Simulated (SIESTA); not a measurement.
AgRh under changes of volume

One of the cells (16.064 Å³/atom); the others are scaled copies at fixed shape and fractional positions:

```
Ag Rh
1.0
     2.77759    0.00000    0.00000
    -1.38879    2.40546    0.00000
     0.00000    0.00000    4.80860
Ag Rh
1 1
Direct
  0.00000 0.00000 0.50000
  0.66667 0.33333 0.00000
```

The cell comes from a database or a generator and needn't be the stable form of this composition.

| Quantity | Value |
| --- | --- |
| Program | SIESTA 5.4.2 |
| Functional | LDA |
| Potentials or basis | PseudoDojo 0.4 standard (LDA files) |
| Basis | DZP (energy shift 0.003 Ry; two zetas on semicore shells) |
| Grid cutoff | 800 Ry |
| Energy shift | 0.003 Ry |
| k mesh | 11 × 11 × 6 |
| Occupations | fermi-dirac, width 0.05 eV |
| Spin | no spin polarisation |

| volume (Å³/atom) | energy over the lowest point (meV/atom) | pressure (GPa) |
| --- | --- | --- |
| 15.100 | 0.00 | -4.2 |
| 15.421 | 12.52 | -8.0 |
| 15.743 | ? | ? |
| 16.064 | 57.80 | -14.1 |
| 16.385 | 88.82 | -16.6 |
| 16.707 | 124.39 | -18.7 |
| 17.028 | 164.02 | -20.6 |

**Question.** What does the run at 15.743 Å³/atom give?

**Answer.** Energy over the lowest point 32.08 meV/atom; pressure -11.3 GPa.

Worked out: A Birch-Murnaghan fit of order 3 (a polynomial in V^(-2/3)) to the other rows has its minimum at 14.78 Å³/atom, just outside them, with B0 = V·E''(V) = 212 GPa and B' = 5.3 at fixed shape and positions, which overstates the stiffness. It gives 32.15 meV/atom at 15.743 Å³/atom, against the run's 32.08, and -dE/dV = -11.4 GPa, against -11.3.

Energies are extrapolated to zero smearing.

Caveats: short orbitals over semicore shells can move pressures by several GPa; the basis of atomic orbitals isn't converged, which shifts pressures, moduli and gaps.
